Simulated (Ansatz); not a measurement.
# InH3+ (doublet): the correlation ladder at a displaced geometry (v2), def2-SVP

One table from this session's results is given with a row withheld; the runs are named, their logs left out.

Method: def2-SVP, core rule «outside noble gas», up to 9 orbitals frozen; program: Ansatz 0.2.0, Gaussian basis.

To be run: UHF; CCSD(T) on ROHF; CCSD(T) on UHF; BCCD(T) on ROHF; CISD; CCSDT(Q) on ROHF; CCSDT(Q) on UHF; Full CI.

18 further runs of the same task are left out: 6 for a known fault of the program, 4 that didn't finish, 8 set aside as unsound or not needed.

### What is computed

The geometry is a PBE0/def2-TZVP stationary point (not a proven minimum) with its atoms shifted at random (size 0.100 Å). No spin-orbit coupling is included. Elements past krypton take def2 core potentials.

4 atoms, charge 1, spin multiplicity 2.

Atoms are counted from 1 here; the program's logs count them from 0.

Bond lengths: In1–H3 1.669 Å, In1–H4 1.693 Å. Angles: H3–In1–H4 170.6°.

The first run:

in.yaml reads:

```yaml
crystal:
  periodic: [false, false, false]
  atoms:
    - {symbol: In, position_ang: [0.002209, -0.017977, 0.000240]}
    - {symbol: H, position_ang: [-0.162665, 2.342235, -0.057155]}
    - {symbol: H, position_ang: [-0.086045, -0.167527, -1.660129]}
    - {symbol: H, position_ang: [-0.002936, -0.126843, 1.689989]}
basis:
  gaussian: {orbitals: def2-SVP}
total_charge: 1
magnetization: {spin_polarized: true, initial_magnetization: 1}
hamiltonian: {xc: hf}
output: {orbitals: {seedname: orbitals}}
```

The run is started by

```
$ ansatz run in.yaml --threads 1 --pin off --events-out ev --progress --plain --max-ram 2393MiB
```

Steps of the session up to this table: UHF; CCSD(T) on ROHF; CCSD(T) on UHF; BCCD(T) on ROHF; CISD; CCSDT(Q) on ROHF; CCSDT(Q) on UHF; Full CI.

One of the session's tables, all rows but one given; the rest of the session is left out.

```
   method  from FCI (meV)
     ROHF         +1770.1
      UHF         +1761.2
     RMP2          +475.3
     UMP2          +472.0
    RCCSD           +28.1
    UCCSD           +27.3
 RCCSD(T)            +8.5
 UCCSD(T)            +7.8
  BCCD(T)               ?
   RCCSDT            +0.1
   UCCSDT            -0.6
RCCSDT(Q)            -0.4
UCCSDT(Q)            -1.1
      FCI               0
```

Estimate the missing values for BCCD(T).

As computed: from FCI (meV): +7.9. In the column «from FCI (meV)» it lies between UCCSD(T) (+7.8) and RCCSD(T) (+8.5).

Not comparable, so not listed: CISD (they don't share determinant, frozen orbitals or solution with the rows shown, or repeat one).

Caveats from the session: Levels on UHF freeze UHF's core orbitals, full CI those of ROHF, so the U rows can settle a little off it for that reason alone. Restricted and unrestricted rows rest on different reference determinants; where their highest levels disagree by more than a few hundredths of an eV, they describe different states and don't form one ladder.
